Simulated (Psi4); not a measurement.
**One shape, several levels: SiH3Br (SMILES [SiH3]Br)**

Wanted: a comparison of 4 runs (B2PLYP/def2-TZVP, CAM-B3LYP/def2-TZVP, wB97M-V/def2-TZVP, wB97X/def2-TZVP) of SiH3Br. 

The calculation is run with Psi4 1.11.

1 further run of the same task is left out (set aside as unsound or not needed).

### Step 1. Starting point

The species is SiH3Br (5 atoms), meant as a singlet with charge 0. As SMILES, `[SiH3]Br`. The Si1–H4 distance was set to 1.925 Å, away from the relaxed value.

Bond lengths: Si1–Br2 2.219 Å, Si1–H3 1.481 Å, Si1–H5 1.481 Å. Angles: Br2–Si1–H3 108.4°, Br2–Si1–H5 108.4°, H3–Si1–H5 110.5°. A long bond or contact: Si1–H4 1.925 Å.

### Step 2. The energy at B2PLYP/def2-TZVP (density fitting for correlation) (run 1)

File brh3si_ase.py:

```python
import numpy as np
from ase.calculators.psi4 import Psi4
from ase import Atoms

mol = Atoms(['Si', 'Br', 'H', 'H', 'H'], positions=[
    [-0.003994, 0.292314, 0.304465],
    [1.996446, -0.468916, 0.890935],
    [-0.921124, 0.131044, 1.455535],
    [-0.625550, -0.731350, -1.202270],
    [0.127916, 1.721774, -0.057925],
])
calc = Psi4(atoms=mol, method='b2plyp', basis='def2-TZVP', memory='2200MB', num_threads=1, charge=0, multiplicity=1, label='psi4-calc')
calc.psi4.set_options({'puream': True, 'e_convergence': 1e-09, 'd_convergence': 1e-08, 'scf_type': 'pk', 'dft_radial_points': 99, 'dft_spherical_points': 590, 'num_frozen_docc': 14})
mol.calc = calc

print(f'energy: {mol.get_potential_energy():.6f} eV')
```

Started as:

```console
python brh3si_ase.py
```

psi4-calc.dat:

```text
[...]
  Running in c1 symmetry.
[...]
  Nuclear repulsion =  149.011603674452971
[...]
  Multiplicity = 1
[...]
  Nalpha       = 26
  Nbeta        = 26
[...]
    Number of basis functions: 103
[...]
   @RKS iter   1: -2864.53929673158882   -1.65176e+00   1.35034e-02 DIIS/ADIIS
[...]
   @RKS iter  10: -2864.81668565339305   -1.31877e-11   6.55803e-09 DIIS
[...]
    Orbital Energies [Eh]
    ---------------------
    Doubly Occupied:
       1A   -485.857620     2A    -67.296590     3A    -63.610081
       4A    -57.233122     5A    -57.231521     6A    -57.231482
       7A     -9.171891     8A     -6.908905     9A     -6.902991
      10A     -6.902862    11A     -5.689012    12A     -3.944481
      13A     -3.942526    14A     -3.941939    15A     -2.869209
      16A     -2.867046    17A     -2.866925    18A     -2.861418
      19A     -2.861418    20A     -0.886876    21A     -0.615439
      22A     -0.446573    23A     -0.431149    24A     -0.397061
      25A     -0.356266    26A     -0.341914
[...]
  @RKS Final Energy: -2864.81668565339305
   => Energetics <=
    Nuclear Repulsion Energy =            149.0116036744529708
    One-Electron Energy =               -4282.2897939539470826
    Two-Electron Energy =                1322.3348223453529044
    DFT Exchange-Correlation Energy =     -53.8733177192520216
    Empirical Dispersion Energy =           0.0000000000000000
    VV10 Nonlocal Energy =                  0.0000000000000000
    Total Energy =                      -2864.8166856533930513
[...]
 Multipole Moments:
 ------------------------------------------------------------------------------------
     Multipole            Electronic (a.u.)      Nuclear  (a.u.)        Total (a.u.)
 ------------------------------------------------------------------------------------
 L = 1.  Multiply by 2.5417464519 to convert [e a0] to [Debye]
 Dipole X            :          9.8574395          -10.2157535           -0.3583140
 Dipole Y            :         -3.2925899            3.5998904            0.3073005
 Dipole Z            :          3.3717737           -3.2971475            0.0746262
 Magnitude           :                                                    0.4779033
[...]
```

On the terminal:

```text
energy: -77959.154853 eV
```

Wall time 6.6 s (1 thread of AMD EPYC 9R45 (Zen 5), shared host); peak memory 1.2 GiB.

### Step 3. A single-point energy at CAM-B3LYP/def2-TZVP (run 2)

File job.json:

```json
{
  "schema_name": "qcschema_input",
  "schema_version": 1,
  "molecule": {
    "schema_name": "qcschema_molecule",
    "schema_version": 2,
    "symbols": ["Si", "Br", "H", "H", "H"],
    "geometry": [-0.00754757, 0.5523934, 0.57535546, 3.77273616, -0.88612282, 1.68362314, -1.74067209, 0.24763727, 2.75056251, -1.18211818, -1.3820512, -2.27196103, 0.24172621, 3.25368131, -0.10946239],
    "molecular_charge": 0,
    "molecular_multiplicity": 1,
    "fix_symmetry": "c1"
  },
  "driver": "energy",
  "model": {
    "method": "cam-b3lyp",
    "basis": "def2-TZVP"
  },
  "keywords": {
    "puream": true,
    "e_convergence": 1e-09,
    "d_convergence": 1e-08,
    "scf_type": "pk",
    "dft_radial_points": 99,
    "dft_spherical_points": 590,
    "scf_properties": ["LOWDIN_CHARGES", "WIBERG_LOWDIN_INDICES", "QUADRUPOLE"]
  }
}
```

Started as:

```console
psi4 --qcschema job.json -n 1 --memory 2200MB
```

stdout:

```text
[...]
  Running in c1 symmetry.
[...]
  Nuclear repulsion =  149.011603687984461
[...]
  Multiplicity = 1
[...]
  Nalpha       = 26
  Nbeta        = 26
[...]
    Number of basis functions: 103
[...]
   @RKS iter   1: -2865.27795473481137   -1.53488e+00   1.43629e-02 ADIIS/DIIS
[...]
   @RKS iter  10: -2865.58654259478499   -9.09495e-13   6.55955e-09 DIIS
[...]
    Orbital Energies [Eh]
    ---------------------
    Doubly Occupied:
       1A   -482.925128     2A    -66.251147     3A    -62.567938
       4A    -56.385011     5A    -56.382754     6A    -56.382700
       7A     -8.770226     8A     -6.598919     9A     -6.591718
      10A     -6.591552    11A     -5.407869    12A     -3.768231
      13A     -3.765827    14A     -3.764558    15A     -2.715940
      16A     -2.713751    17A     -2.713623    18A     -2.707853
      19A     -2.707852    20A     -0.868955    21A     -0.617883
      22A     -0.452378    23A     -0.439139    24A     -0.407908
      25A     -0.365268    26A     -0.352239
[...]
  @RKS Final Energy: -2865.58654259478499
   => Energetics <=
    Nuclear Repulsion Energy =            149.0116036879844614
    One-Electron Energy =               -4281.9657779670951641
    Two-Electron Energy =                1355.4771753292995982
    DFT Exchange-Correlation Energy =     -88.1095436449739537
    Empirical Dispersion Energy =           0.0000000000000000
    VV10 Nonlocal Energy =                  0.0000000000000000
    Total Energy =                      -2865.5865425947849872
[...]
 Multipole Moments:
 ------------------------------------------------------------------------------------
     Multipole            Electronic (a.u.)      Nuclear  (a.u.)        Total (a.u.)
 ------------------------------------------------------------------------------------
 L = 1.  Multiply by 2.5417464519 to convert [e a0] to [Debye]
 Dipole X            :          9.8602759          -10.2157535           -0.3554775
 Dipole Y            :         -3.3048643            3.5998904            0.2950261
 Dipole Z            :          3.3608390           -3.2971475            0.0636915
 Magnitude           :                                                    0.4663274
 L = 2.  Multiply by 1.3450342976 to convert [e a0^2] to [Debye ang]
 Quadrupole XX       :       -207.5616294          183.3616246          -24.2000048
 Quadrupole XY       :         62.1093747          -63.1828936           -1.0735189
[...]
```

The result, in JSON:

```text
{
 "driver": "energy",
 "model": {
  "method": "cam-b3lyp",
  "basis": "def2-TZVP"
 },
 "success": true,
 "return_result": -2865.586542594785,
 "properties": {
  "calcinfo_nbasis": 103,
  "calcinfo_nmo": 103,
  "calcinfo_nalpha": 26,
  "calcinfo_nbeta": 26,
  "calcinfo_natom": 5,
  "nuclear_repulsion_energy": 149.01160368798446,
  "return_energy": -2865.586542594785,
  "scf_one_electron_energy": -4281.965777967095,
  "scf_two_electron_energy": 1355.4771753292996,
  "scf_xc_energy": -88.10954364497395,
  "scf_dipole_moment": [-0.3554775226325937, 0.295026053933622, 0.06369149908944527],
  "scf_total_energy": -2865.586542594785,
  "scf_iterations": 10
 }
}
```

Wall time 8.4 s (1 thread of AMD EPYC 9R45 (Zen 5), shared host); peak memory 1.2 GiB.

Run 3 isn't shown in full; the table further down has it.

### Step 4. The energy at wB97X/def2-TZVP (run 4)

File input.json:

```json
{
  "schema_name": "qcschema_input",
  "schema_version": 1,
  "molecule": {
    "schema_name": "qcschema_molecule",
    "schema_version": 2,
    "symbols": ["Si", "Br", "H", "H", "H"],
    "geometry": [-0.00754757, 0.5523934, 0.57535546, 3.77273616, -0.88612282, 1.68362314, -1.74067209, 0.24763727, 2.75056251, -1.18211818, -1.3820512, -2.27196103, 0.24172621, 3.25368131, -0.10946239],
    "molecular_charge": 0,
    "molecular_multiplicity": 1,
    "fix_symmetry": "c1",
    "fix_com": true,
    "fix_orientation": true
  },
  "driver": "energy",
  "model": {
    "method": "wb97x",
    "basis": "def2-TZVP"
  },
  "keywords": {
    "puream": true,
    "e_convergence": 1e-09,
    "d_convergence": 1e-08,
    "scf_type": "pk",
    "dft_radial_points": 99,
    "dft_spherical_points": 590,
    "scf_properties": ["QUADRUPOLE", "DIPOLE", "LOWDIN_CHARGES"]
  }
}
```

Started as:

```console
psi4 --qcschema input.json -n 1 --memory 2200MB
```

stdout:

```text
[...]
  Running in c1 symmetry.
[...]
  Nuclear repulsion =  149.011603687984461
[...]
  Multiplicity = 1
[...]
  Nalpha       = 26
  Nbeta        = 26
[...]
    Number of basis functions: 103
[...]
   @RKS iter   1: -2865.18754175952108   -1.60372e+00   1.40754e-02 ADIIS/DIIS
[...]
   @RKS iter  10: -2865.48158227825934   -3.13776e-11   9.59538e-09 DIIS
[...]
    Orbital Energies [Eh]
    ---------------------
    Doubly Occupied:
       1A   -482.634459     2A    -66.181887     3A    -62.512639
       4A    -56.328387     5A    -56.326023     6A    -56.325969
       7A     -8.792299     8A     -6.622747     9A     -6.615270
      10A     -6.615105    11A     -5.436585    12A     -3.794099
      13A     -3.791643    14A     -3.790256    15A     -2.747713
      16A     -2.745582    17A     -2.745458    18A     -2.739577
      19A     -2.739576    20A     -0.912763    21A     -0.662662
      22A     -0.492930    23A     -0.477383    24A     -0.447899
      25A     -0.403352    26A     -0.389296
[...]
  @RKS Final Energy: -2865.48158227825934
   => Energetics <=
    Nuclear Repulsion Energy =            149.0116036879844614
    One-Electron Energy =               -4282.0044372429611030
    Two-Electron Energy =                1356.2472836944491519
    DFT Exchange-Correlation Energy =     -88.7360324177320337
    Empirical Dispersion Energy =           0.0000000000000000
    VV10 Nonlocal Energy =                  0.0000000000000000
    Total Energy =                      -2865.4815822782597934
[...]
 Multipole Moments:
 ------------------------------------------------------------------------------------
     Multipole            Electronic (a.u.)      Nuclear  (a.u.)        Total (a.u.)
 ------------------------------------------------------------------------------------
 L = 1.  Multiply by 2.5417464519 to convert [e a0] to [Debye]
 Dipole X            :       -129.6031005          129.2590356           -0.3440649
 Dipole Y            :         21.4589058          -21.1615237            0.2973820
 Dipole Z            :        -67.2768473           67.3509254            0.0740781
 Magnitude           :                                                    0.4607649
 L = 2.  Multiply by 1.3450342976 to convert [e a0^2] to [Debye ang]
 Quadrupole XX       :       -528.6294823          502.6604065          -25.9690758
 Quadrupole XY       :        114.9408326         -115.0779428           -0.1371102
[...]
```

The result, in JSON:

```text
{
 "driver": "energy",
 "model": {
  "method": "wb97x",
  "basis": "def2-TZVP"
 },
 "success": true,
 "return_result": -2865.4815822782593,
 "properties": {
  "calcinfo_nbasis": 103,
  "calcinfo_nmo": 103,
  "calcinfo_nalpha": 26,
  "calcinfo_nbeta": 26,
  "calcinfo_natom": 5,
  "nuclear_repulsion_energy": 149.01160368798446,
  "return_energy": -2865.4815822782593,
  "scf_one_electron_energy": -4282.004437242961,
  "scf_two_electron_energy": 1356.2472836944492,
  "scf_xc_energy": -88.73603241773203,
  "scf_dipole_moment": [-0.34406492719182324, 0.29738203775727357, 0.07407810575074336],
  "scf_total_energy": -2865.4815822782593,
  "scf_iterations": 10
 }
}
```

Run time: 8.1 s. Hardware: 1 thread of AMD EPYC 9R45 (Zen 5), shared host; peak memory 1.2 GiB.

### Step 5. The series

```csv
run,level,fitting correlation,frozen core orbitals,energy (Eh),HOMO energy (eV),LUMO energy (eV),HOMO–LUMO gap (eV),wall time
1,B2PLYP/def2-TZVP (density fitting for correlation),density fitting,14,-2864.946122,-9.30,0.47,9.77,6.6 s
2,CAM-B3LYP/def2-TZVP,–,0,-2865.586543,-9.58,0.28,9.87,8.4 s
3,wB97M-V/def2-TZVP,–,0,-2865.279965,-10.40,1.06,11.46,38 s
4,wB97X/def2-TZVP,–,0,-2865.481582,-10.59,1.34,11.93,8.1 s
```

### Step 6. What came out

```
            quantity           value
 run 4: total energy  -2865.48158 Eh
run 4: dipole moment          1.17 D
  run 4: HOMO energy       -10.59 eV
  run 4: LUMO energy         1.34 eV
run 4: HOMO–LUMO gap        11.93 eV
```

In words: Over runs 2, 3, 4 the dipole moment (its size) runs from 1.14 D (wB97M-V/def2-TZVP) to 1.19 D (CAM-B3LYP/def2-TZVP). The HOMO–LUMO gap runs from 9.77 eV (B2PLYP/def2-TZVP) to 11.93 eV (wB97X/def2-TZVP). A double hybrid's value is that of its SCF part. Totals of different functionals can't be ranked against each other. All runs together took 61 s, the longest 38 s.
